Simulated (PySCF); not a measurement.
**CH₆OSSi: electronic excitations and core binding energies**

What electronic excitations and core binding energies should CH₆OSSi (`CS[SiH2]O`) show?

Programs: PySCF 2.14.0, with density-fitted response routines of our own. Each step states its level of theory. These are calculated values for one molecule in the gas phase, unless marked as measured. Atoms are numbered from 0 throughout.

## (1) The starting structure

10 atoms, charge 0, multiplicity 1; geometry from: GFN2-xTB.

Bonds of the start (Å): C0–S1 1.82, S1–Si2 2.15, Si2–O3 1.62, C0–H4 1.09, C0–H5 1.09, C0–H6 1.08, Si2–H7 1.46, Si2–H8 1.46, O3–H9 0.95.

## (2) TDDFT and polarisability: B3LYP/def2-SVPD

Job settings and geometry (Å):

```
{"job": {"kind": "uv", "xc": "B3LYP", "basis": "def2-SVPD", "nstates": 8, "ntriplets": 3}, "charge": 0, "multiplicity": 1}
C     -1.775903     0.438168    -0.063748
S     -0.143826     0.966925    -0.658014
Si     1.088414    -0.519131     0.284873
O      2.620266    -0.217516    -0.128363
H     -1.978817    -0.571301    -0.407166
H     -1.800330     0.482541     1.020495
H     -2.503816     1.126008    -0.480602
H      0.945521    -0.388410     1.727970
H      0.703627    -1.827879    -0.223973
H      2.853747     0.515247    -0.692654
```

With the program's defaults for keys left out, this is: TDDFT B3LYP/def2-SVPD, vertical, gas phase, core orbitals frozen in the response.

On the command line:

```bash
$ OMP_NUM_THREADS=1 python probes_run.py task.json out
```

One launch serves the whole session: the jobs run in the order shown.

**Question.** This job is followed by: delta-SCF UKS SCAN, pcX-2 on the ionised atom, pcseg-1 elsewhere, spin-free X2C. What will the session give for the following? lowest singlet (B3LYP/def2-SVPD); brightest single state of those computed; lowest triplet; C1s binding energies, SCAN/pcX-2; S1s binding energies, SCAN/pcX-2; S2p binding energies, SCAN/pcX-2; Si1s binding energies, SCAN/pcX-2; Si2p binding energies, SCAN/pcX-2; O1s binding energies, SCAN/pcX-2.

The runs gave:

| quantity | value |
| --- | --- |
| lowest singlet (B3LYP/def2-SVPD) | 4.87 eV (255 nm), f = 0.000 |
| brightest single state of those computed | state 8, 7.20 eV, f = 0.058 |
| lowest triplet | 4.64 eV |
| C1s binding energies, SCAN/pcX-2 | C0 291.51 eV |
| S1s binding energies, SCAN/pcX-2 | S1 2476.60 eV |
| S2p binding energies, SCAN/pcX-2 | S1 169.26 eV |
| Si1s binding energies, SCAN/pcX-2 | Si2 1847.49 eV |
| Si2p binding energies, SCAN/pcX-2 | Si2 107.79 eV |
| O1s binding energies, SCAN/pcX-2 | O3 538.85 eV |

The lowest singlet, at 4.87 eV, is HOMO→LUMO 0.98 and is dark; of the 8 states computed, the strongest absorption comes from state 8 at 7.20 eV (the last computed, so partners may be missing). The lowest triplet lies 0.23 eV below the lowest singlet (triplets in Tamm-Dancoff, singlets in full TDDFT). States above −ε(HOMO) lie where TDDFT describes them poorly and they hang on the basis; the brightest is among them.
